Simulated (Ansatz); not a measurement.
**GeAsH₅ (triplet): RPA-PBE over vertical spin and charge gaps, cc-pVDZ**

How well do these functionals follow the top wave-function level for GeAsH₅ (triplet) over vertical spin and charge gaps?

The runs use Ansatz 0.2.0, Gaussian basis; cc-pVDZ, all electrons in the functionals, frozen cores in the correlation of double hybrids and RPA.

The runs, in order: RPA-PBE, at charge 0, triplet; charge 0, singlet; charge 0, quintet; charge 1, doublet; charge 1, quartet.

6 further runs of the same task are left out: 6 set aside as unsound or not needed.

## Step 1: The system

The geometry is a PBE0/def2-TZVP stationary point (not a proven minimum). No spin-orbit coupling is included. The filled d shell of Ge, As may be among the frozen orbitals whatever the setting's name suggests; the logs give the count.

7 atoms, charge 0, spin multiplicity 3.

Atoms are counted from 1 here; the program's logs count them from 0.

Bond lengths: Ge1–As2 2.414 Å, Ge1–H3 1.535 Å, Ge1–H4 1.537 Å, Ge1–H5 1.537 Å, As2–H6 1.679 Å, As2–H7 1.670 Å. Angles: As2–Ge1–H3 109.9°, As2–Ge1–H4 109.1°, As2–Ge1–H5 109.1°, H3–Ge1–H4 110.0°, H3–Ge1–H5 110.0°, H4–Ge1–H5 108.9°, Ge1–As2–H6 94.6°, Ge1–As2–H7 91.6°, H6–As2–H7 173.7°.

No dispersion term is added.

The geometry shown and the zero of energy belong to the point charge 0, triplet. The yardstick, UCCSDT(Q), and other wave-function levels (R restricted, U unrestricted, valence and pair active spaces) come from earlier runs.

## Step 2: RPA-PBE, charge 0, triplet

File in.yaml:

```yaml
crystal:
  periodic: [false, false, false]
  atoms:
    - {symbol: Ge, position_ang: [0.000000, 0.002482, 1.208209]}
    - {symbol: As, position_ang: [0.000000, -0.002052, -1.205799]}
    - {symbol: H, position_ang: [0.000000, 1.446730, 1.727162]}
    - {symbol: H, position_ang: [-1.250506, -0.736399, 1.711615]}
    - {symbol: H, position_ang: [1.250506, -0.736399, 1.711615]}
    - {symbol: H, position_ang: [0.000000, 1.671226, -1.344022]}
    - {symbol: H, position_ang: [0.000000, -1.671527, -1.250582]}
basis:
  gaussian: {orbitals: cc-pVDZ}
magnetization: {spin_polarized: true, initial_magnetization: 2}
hamiltonian: {xc: {name: PBE}}
correlation: {method: rpa, electrons: outside_noble_gas}
```

Run with:

```console
> ansatz run in.yaml --threads 1 --pin off --events-out ev --progress --plain --max-ram 4096MiB --backend cpu
```

The program printed:

```text
Functional definition: PBE
  name "PBE"
  cite "Perdew, Burke & Ernzerhof, Phys. Rev. Lett. 77, 3865 (1996) doi:10.1103/PhysRevLett.77.3865"
  parent pbe
  parameter kappa = 0.804
  parameter beta = 0.06672455060314922
  exchange = pbe_x(kappa = kappa, mu = beta*pi^2/3)
  correlation = pbe_c(beta = beta)
872 factors; integrals over basis functions are off by at most 1.1e-3 eV
mean field evaluation 1: about -117417.3478 eV, gradient 9.8e0 eV
mean field evaluation 2: about -117417.3443 eV, gradient 9.8e0 eV
mean field evaluation 4: about -117417.9952 eV, gradient 3.4e0 eV
mean field evaluation 8: about -117418.0911 eV, gradient 6.1e-2 eV
mean field evaluation 16: about -117418.0911 eV, gradient 3.4e-6 eV
mean field -117418.09110278 eV, -4315.0352591864 hartree, gradient 3.4e-6 eV, S^2 2.007875; 0 other end points of the search recorded, 0 dependent functions left out
28 core orbitals not correlated: weight in the atoms' cores, before any rotation towards them, 0.998 or more for the frozen orbitals, at most 0.001 for the correlated occupied ones
reference -117342.67827038 eV, -4312.2638887124 hartree; 8, 6 occupied and 43, 45 virtual orbitals, 872 factors
Total energy: -117354.13806183 eV, -4312.6850282806 hartree
```

Wall time 3.8 s (1 thread of AMD EPYC 7R13, shared host).

From the report: ⟨S²⟩ of the determinant 2.008 (pure triplet: 2.00).

## Step 3: RPA-PBE, charge 0, singlet

in.yaml: that of step 2 with these lines changed.

```diff
@@ -12,3 +12,3 @@
   gaussian: {orbitals: cc-pVDZ}
-magnetization: {spin_polarized: true, initial_magnetization: 2}
+magnetization: {spin_polarized: true, initial_magnetization: 0}
 hamiltonian: {xc: {name: PBE}}
```

Launched as before.

The program printed, shortened:

```text
Functional definition: PBE
  name "PBE"
  cite "Perdew, Burke & Ernzerhof, Phys. Rev. Lett. 77, 3865 (1996) doi:10.1103/PhysRevLett.77.3865"
  parent pbe
[...]
872 factors; integrals over basis functions are off by at most 1.1e-3 eV
[...]
mean field -117417.99149508 eV, -4315.0315986712 hartree, gradient 2.6e-6 eV, S^2 0.650636; 12 other end points of the search recorded, 0 dependent functions left out
28 core orbitals not correlated: weight in the atoms' cores, before any rotation towards them, 0.998 or more for the frozen orbitals, at most 0.001 for the correlated occupied ones
reference -117342.00233000 eV, -4312.2390483616 hartree; 7, 7 occupied and 44, 44 virtual orbitals, 872 factors
Total energy: -117354.12561044 eV, -4312.6845707002 hartree
```

It took 27 s on 1 thread of AMD EPYC 7R13, shared host.

From the report: ⟨S²⟩ of the determinant 0.651 (pure singlet: 0.00). The determinant is far from a pure spin state, so its energy mixes those of several spin states (harmless only where they are near-degenerate, as at dissociation).

From charge 0, triplet: +0.012 eV.

## Step 4: RPA-PBE, charge 0, quintet

in.yaml: that of step 3 with these lines changed.

```diff
@@ -12,3 +12,3 @@
   gaussian: {orbitals: cc-pVDZ}
-magnetization: {spin_polarized: true, initial_magnetization: 0}
+magnetization: {spin_polarized: true, initial_magnetization: 4}
 hamiltonian: {xc: {name: PBE}}
```

Launched as before.

The program printed, shortened:

```text
Functional definition: PBE
  name "PBE"
  cite "Perdew, Burke & Ernzerhof, Phys. Rev. Lett. 77, 3865 (1996) doi:10.1103/PhysRevLett.77.3865"
  parent pbe
[...]
872 factors; integrals over basis functions are off by at most 1.1e-3 eV
[...]
mean field -117412.46517932 eV, -4314.8285103129 hartree, gradient 7.7e-6 eV, S^2 6.004597; 4 other end points of the search recorded, 0 dependent functions left out
28 core orbitals not correlated: weight in the atoms' cores, before any rotation towards them, 0.998 or more for the frozen orbitals, at most 0.001 for the correlated occupied ones
reference -117336.98685218 eV, -4312.0547329515 hartree; 9, 5 occupied and 42, 46 virtual orbitals, 872 factors
Total energy: -117348.26848534 eV, -4312.4693253232 hartree
```

Wall time 9.5 s (1 thread of AMD EPYC 7R13, shared host).

From the report: ⟨S²⟩ of the determinant 6.005 (pure quintet: 6.00).

From charge 0, triplet: +5.870 eV.

## Step 5: RPA-PBE, charge 1, doublet

in.yaml: that of step 4 with these lines changed.

```diff
@@ -12,3 +12,4 @@
   gaussian: {orbitals: cc-pVDZ}
-magnetization: {spin_polarized: true, initial_magnetization: 4}
+total_charge: 1
+magnetization: {spin_polarized: true, initial_magnetization: 1}
 hamiltonian: {xc: {name: PBE}}
```

Same command.

The program printed, shortened:

```text
Functional definition: PBE
  name "PBE"
  cite "Perdew, Burke & Ernzerhof, Phys. Rev. Lett. 77, 3865 (1996) doi:10.1103/PhysRevLett.77.3865"
  parent pbe
[...]
872 factors; integrals over basis functions are off by at most 1.1e-3 eV
[...]
mean field -117410.27887853 eV, -4314.7481652407 hartree, gradient 3.1e-6 eV, S^2 0.762193; 3 other end points of the search recorded, 0 dependent functions left out
28 core orbitals not correlated: weight in the atoms' cores, before any rotation towards them, 0.998 or more for the frozen orbitals, at most 0.001 for the correlated occupied ones
reference -117334.95715451 eV, -4311.9801429376 hartree; 7, 6 occupied and 44, 45 virtual orbitals, 872 factors
Total energy: -117346.34374830 eV, -4312.3985925416 hartree
```

It took 9.5 s on 1 thread of AMD EPYC 7R13, shared host.

From the report: ⟨S²⟩ of the determinant 0.762 (pure doublet: 0.75).

From charge 0, triplet: +7.794 eV.

## Step 6: RPA-PBE, charge 1, quartet

in.yaml: that of step 5 with these lines changed.

```diff
@@ -13,3 +13,3 @@
 total_charge: 1
-magnetization: {spin_polarized: true, initial_magnetization: 1}
+magnetization: {spin_polarized: true, initial_magnetization: 3}
 hamiltonian: {xc: {name: PBE}}
```

The command is unchanged.

The program printed, shortened:

```text
Functional definition: PBE
  name "PBE"
  cite "Perdew, Burke & Ernzerhof, Phys. Rev. Lett. 77, 3865 (1996) doi:10.1103/PhysRevLett.77.3865"
  parent pbe
[...]
872 factors; integrals over basis functions are off by at most 1.1e-3 eV
[...]
mean field -117408.02836260 eV, -4314.6654603054 hartree, gradient 2.5e-6 eV, S^2 3.755535; 6 other end points of the search recorded, 0 dependent functions left out
28 core orbitals not correlated: weight in the atoms' cores, before any rotation towards them, 0.998 or more for the frozen orbitals, at most 0.001 for the correlated occupied ones
reference -117333.30768755 eV, -4311.9195261451 hartree; 8, 5 occupied and 43, 46 virtual orbitals, 872 factors
Total energy: -117344.08516492 eV, -4312.3155911330 hartree
```

Wall time 12 s (1 thread of AMD EPYC 7R13, shared host).

From the report: ⟨S²⟩ of the determinant 3.756 (pure quartet: 3.75).

From charge 0, triplet: +10.053 eV.

## Step 7: Against the wave-function levels

The yardstick is UCCSDT(Q), where the cluster series has nearly closed. It comes from earlier runs at the same points. Energies in eV, counted from charge 0, triplet; blanks weren't run or aren't comparable.

```csv
level,triplet to singlet,triplet to quintet,ionisation to the doublet cation,ionisation to the quartet cation
UCCSDT(Q),,5.852,7.638,9.919
RPA-PBE,0.012,5.870,7.794,10.053
```

Largest miss and mean time a point (UCCSDT(Q) took 14 s a point; shared hosts):

```csv
level,largest miss (eV),where,time a point
RPA-PBE,+0.157,ionisation to the doublet cation,12 s
```

## Step 8: Summary of results

| quantity | value |
| --- | --- |
| triplet to quintet, UCCSDT(Q) | 5.852 eV |
| ionisation to the doublet cation, UCCSDT(Q) | 7.638 eV |
| ionisation to the quartet cation, UCCSDT(Q) | 9.919 eV |
| largest miss, RPA-PBE | +0.157 eV (ionisation to the doublet cation) |

Misses are known at 3 of 4 points at best, and only functionals with that many are ranked. RPA-PBE strays by up to 0.157 eV, at ionisation to the doublet cation. RPA-PBE clearly breaks the spin symmetry at some points (⟨S²⟩ up to 0.65 above the pure value), so energy there is bought with a mixed spin. Functionals and the yardstick converge differently with the basis, so part of each miss in cc-pVDZ is the basis. The program flags that the yardstick's amplitudes may have other solutions at some points.
